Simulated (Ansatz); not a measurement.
# TeH2O (SMILES O[TeH]): single points off equilibrium

How do the functionals fare away from a minimum? The structure is a frame of a short trajectory.

Program: Ansatz 0.2.0, Gaussian basis. Level of theory: single points in def2-TZVPP. These are calculated values, not measurements.

Correlated methods freeze the cores. Filled d shells of the heavier atoms are correlated. Core potentials replace the inner electrons past krypton, and spin-orbit coupling is left out.

1 further run of the same task is left out (it didn't finish).

**1. The starting structure**

4 atoms, charge 0, spin multiplicity 1.

Atoms are counted from 1 here; the program's logs count them from 0.

Bond lengths: O1–Te2 2.047 Å, O1–H3 0.958 Å, Te2–H4 1.653 Å. Angles: Te2–O1–H3 113.8°, O1–Te2–H4 92.0°.

As a file:

```mol
H2OTe
  3D, bonds by distance, orders not assigned

  4  3  0  0  0  0  0  0  0  0999 V2000
   -0.4859   -0.7231    0.6535 O   0  0
    0.4411    1.0532    0.2339 Te  0  0
    0.1016   -1.4794    0.6389 H   0  0
   -0.1877    1.0854   -1.2948 H   0  0
  1  2  8  0
  1  3  8  0
  2  4  8  0
M  END
```

**2. PBE-D4/def2-TZVPP**

Input file run/in.yaml:

```yaml
crystal:
  periodic: [false, false, false]
  atoms:
    - {symbol: O, position_ang: [-0.485891, -0.723146, 0.653466]}
    - {symbol: Te, position_ang: [0.441099, 1.053205, 0.233860]}
    - {symbol: H, position_ang: [0.101603, -1.479440, 0.638948]}
    - {symbol: H, position_ang: [-0.187680, 1.085430, -1.294777]}
basis:
  gaussian: {orbitals: def2-TZVPP}
hamiltonian: {xc: pbe, dispersion: d4}
output: {forces: true}
```

The run is started by

```bash
ansatz run in.yaml --threads 2 --pin off --events-out ev --progress --plain --max-ram 3481MiB
```

**3. r2SCAN-D4/def2-TZVPP**

Changes to run/in.yaml since step 2:

```diff
@@ -9,3 +9,3 @@
   gaussian: {orbitals: def2-TZVPP}
-hamiltonian: {xc: pbe, dispersion: d4}
+hamiltonian: {xc: r2scan, dispersion: d4}
 output: {forces: true}
```

**4. PBE0-D4/def2-TZVPP**

Changes to run/in.yaml since step 3:

```diff
@@ -9,3 +9,3 @@
   gaussian: {orbitals: def2-TZVPP}
-hamiltonian: {xc: r2scan, dispersion: d4}
-output: {forces: true}
+hamiltonian: {xc: pbe0, dispersion: d4}
+output: {forces: true, orbitals: {seedname: orbitals}}
```

**5. wB97M-V/def2-TZVPP**

Changes to run/in.yaml since step 4:

```diff
@@ -9,3 +9,3 @@
   gaussian: {orbitals: def2-TZVPP}
-hamiltonian: {xc: pbe0, dispersion: d4}
-output: {forces: true, orbitals: {seedname: orbitals}}
+hamiltonian: {xc: {name: wB97M-V}}
+output: {forces: true}
```

**6. CCSD(T)/def2-TZVPP**

Changes to run/in.yaml since step 5:

```diff
@@ -9,3 +9,3 @@
   gaussian: {orbitals: def2-TZVPP}
-hamiltonian: {xc: {name: wB97M-V}}
+correlation: {method: ccsd_t}
 output: {forces: true}
```

(Steps that only read results are left out.)

**Question.** What will these runs give? Wanted: energy less free atoms, CCSD(T)/def2-TZVPP; RMS force component; RMS force error; HOMO and LUMO, PBE0-D4; T1 diagnostic.

As calculated:

| quantity | value |
| --- | --- |
| energy less free atoms, CCSD(T)/def2-TZVPP | -10.101 eV |
| RMS force component | 0.573 to 0.638 eV/Å over the methods |
| RMS force error | PBE-D4 0.310, r2SCAN-D4 0.096, PBE0-D4 0.097, wB97M-V 0.090 eV/Å |
| HOMO and LUMO, PBE0-D4 | -6.48 and -2.15 eV |
| T1 diagnostic | 0.013 |

Against CCSD(T) the functionals' energies less atoms differ by -0.725 to -0.134 eV, PBE-D4 by -0.725 eV. The reference is not at the basis limit: in triple zeta CCSD(T) underbinds, which counts against methods that bind more; the gaps are no ranking. The forces of wB97M-V come nearest to CCSD(T), those of PBE-D4 are farthest. Frozen-core CCSD(T) forces in triple zeta carry basis errors of their own, and this is one geometry, so small gaps rank nothing.
